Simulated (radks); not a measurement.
# Ni in [Ar] 3d8 4s2: an all-electron calculation

One table from this session's results is given with a row withheld; the runs are named, their logs left out.

The numbers are computed with radks (a radial shooting solver on a logarithmic mesh, Libxc functionals) version 1 (non-relativistic Kohn-Sham, TPSS, spin-polarised, spherical densities, point nucleus; open shells are filled with parallel spins first), except any that are marked as measured or tabulated.

### The system

```
element       : nickel (Z = 28)
charge        : 0
electrons     : 28
configuration : [Ar] 3d8 4s2
```

Outer shells as boxes (Hund's rule):

Ni
```
[Ar] core
3d [↑↓][↑↓][↑↓][↑ ][↑ ]
4s [↑↓]
```

Set-up of the first run:

Input:

```text
Z 28
configuration [Ar] 3d8 4s2 4p0 5s0
relativity non-relativistic
functional tpss,tpss
spin polarised
nucleus point
```

Among the steps run: Self-consistent calculation.

One table of the session follows, with a row left open; its other results are not shown here.

It belongs to the step «Shells». From the orbitals of this run (lengths in bohr):

```
  level      <r>  outermost maximum (interpolated)  90 % within  nodes
  1s up  0.05480                            0.0361       0.0976      0
1s down  0.05480                            0.0361       0.0976      0
  2s up   0.2480                             0.207        0.384      1
2s down   0.2479                             0.207        0.383      1
  2p up   0.2167                             0.166        0.354      0
2p down   0.2165                             0.166        0.354      0
  3s up   0.7488                             0.647         1.12      2
3s down   0.7503                             0.647         1.12      2
  3p up   0.7818                             0.650         1.21      1
3p down   0.7845                             0.650         1.21      1
  3d up   0.9892                             0.626         1.74      0
3d down    1.027                             0.629         1.83      0
  4s up    2.807                              2.25         4.31      3
4s down    2.885                              2.31         4.44      3
  4p up        ?                                 ?            ?      ?
4p down    4.516                              3.22         7.38      2
```

**Question.** Estimate the row for 4p up.

As computed: <r>: 4.328; outermost maximum (interpolated): 3.12; 90 % within: 7.05; nodes: 2. In the column «<r>» it lies between 4s down (2.885) and 4p down (4.516).

To keep in mind: Open shells are spherical and high-spin; term and fine-structure splittings are not resolved.
